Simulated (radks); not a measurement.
**Ionisation energy and size from K³⁺ to Co³⁺**

An exercise on one series of results from a longer session: the logs are not shown, and one member is left open.

The numbers are computed with radks (a radial shooting solver on a logarithmic mesh, Libxc functionals) version 1 (scalar-relativistic Kohn-Sham, PBE, spin-polarised, spherical densities, point nucleus; open shells are filled with parallel spins first), except any that are marked as measured or tabulated.

### The atom as given

```
species : K³⁺, Ca³⁺, Sc³⁺, Ti³⁺, V³⁺, Cr³⁺, Mn³⁺, Fe³⁺, Co³⁺
runs    : 18, each species and its next ion
```

The first run:

Settings of this run:

```text
Z 19
configuration [Ne] 3s2 3p4
relativity scalar-relativistic
functional pbe,pbe
spin polarised
nucleus point
c 137.035999084
```

Among the steps run: K³⁺, [Ne] 3s2 3p4; K⁴⁺, [Ne] 3s2 3p3; Ca³⁺, [Ne] 3s2 3p5; Ca⁴⁺, [Ne] 3s2 3p4; Sc³⁺, [Ar]; Sc⁴⁺, [Ne] 3s2 3p5; Ti³⁺, [Ar] 3d1; Ti⁴⁺, [Ar]; V³⁺, [Ar] 3d2; V⁴⁺, [Ar] 3d1; Cr³⁺, [Ar] 3d3; Cr⁴⁺, [Ar] 3d2; Mn³⁺, [Ar] 3d4; Mn⁴⁺, [Ar] 3d3; Fe³⁺, [Ar] 3d5; Fe⁴⁺, [Ar] 3d4; Co³⁺, [Ar] 3d6; Co⁴⁺, [Ar] 3d5.

One of the session's tables, all rows but one given; the rest of the session is left out.

```
species  Δ-SCF (eV)  −ε(HOMO) (eV)  its <r> (bohr)
    K³⁺      60.670         53.149            1.30
   Ca³⁺      67.197         58.933            1.21
   Sc³⁺      73.510         64.602            1.13
   Ti³⁺           ?              ?               ?
    V³⁺      46.632         37.865            1.17
   Cr³⁺      49.560         40.413            1.10
   Mn³⁺      52.363         42.845            1.03
   Fe³⁺      55.059         45.181           0.977
   Co³⁺      51.988         42.404           0.960
```

Estimate the missing values for Ti³⁺.

The run gave: Δ-SCF (eV): 43.550; −ε(HOMO) (eV): 35.177; its <r> (bohr): 1.26. In the column «Δ-SCF (eV)» it is the lowest.

Open shells are spherical and high-spin; term and fine-structure splittings are not resolved.
